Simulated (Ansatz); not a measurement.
# SiW3: the cost of one run

Computed with Ansatz 0.2.0 (DFT r2SCAN, scalar-relativistic, plane waves, PAW, unless a step's input says otherwise).

1 further run of the same task is left out (set aside as unsound or not needed).

## Step 1: The structure to begin with

It takes space group Im-3m (No. 229, cubic). Conventional cell: a = 5.178 Å, b = 5.178 Å, c = 5.178 Å, α = 90.00°, β = 90.00°, γ = 90.00°. Around Si (site symmetry m-3m) lie 6 W at 2.59 Å. Around W (site symmetry 4/mmm) lie 2 Si at 2.59 Å and 4 W at 2.59 Å.

Coordinates:

```cif
data_structure
_symmetry_space_group_name_H-M 'P 1'
_symmetry_Int_Tables_number 1
_cell_length_a 4.4845
_cell_length_b 4.4845
_cell_length_c 4.4845
_cell_angle_alpha 109.471
_cell_angle_beta 109.471
_cell_angle_gamma 109.471
_cell_volume 69.43
loop_
_atom_site_label
_atom_site_type_symbol
_atom_site_fract_x
_atom_site_fract_y
_atom_site_fract_z
_atom_site_occupancy
Si1 Si 0.00000 0.00000 0.00000 1
W1 W 0.50000 0.50000 0.00000 1
W2 W 0.50000 0.00000 0.50000 1
W3 W 0.00000 0.50000 0.50000 1
```

It goes back to an entry of the Materials Project, which need not be the stable form.

It is the result of an earlier relaxation at this level (volume 17.36 Å³/atom; gap on the mesh: none (metal)).

## Step 2: The reference: the undisturbed cell on the scan's mesh

File input.yaml:

```yaml
crystal:
  lattice:
    - [-2.5891531055, 2.5891531055, 2.5891531055]
    - [2.5891531055, -2.5891531055, 2.5891531055]
    - [2.5891531055, 2.5891531055, -2.5891531055]
  atoms:
    - { symbol: Si, position: [0.0, 0.0, 0.0] }
    - { symbol: W, position: [0.5, 0.5, 0.0] }
    - { symbol: W, position: [0.5, 0.0, 0.5] }
    - { symbol: W, position: [0.0, 0.5, 0.5] }
basis:
  ecutwfc: 500
kpoints:
  mp_grid: { grid: [10, 10, 10] }
hamiltonian:
  xc: r2scan
scf:
  occupations: { method: gaussian, width: 0.15 }
output:
  forces: true
  stress: true
  eigenvalues: true
  write_density: true
  write_potential: true
  elf: true
  volumetric_format: npy
```

On the command line:

```sh
$ ansatz run input.yaml --threads 2 --pin off --max-ram 5120MiB --backend cpu --events-out ev --progress --plain --runs-dir out
```

Q: Estimate wall time and peak memory on 2 threads of Intel Xeon 6975P-C (Granite Rapids), shared host.

About 3.5 s, with a peak of 0.66 GiB.
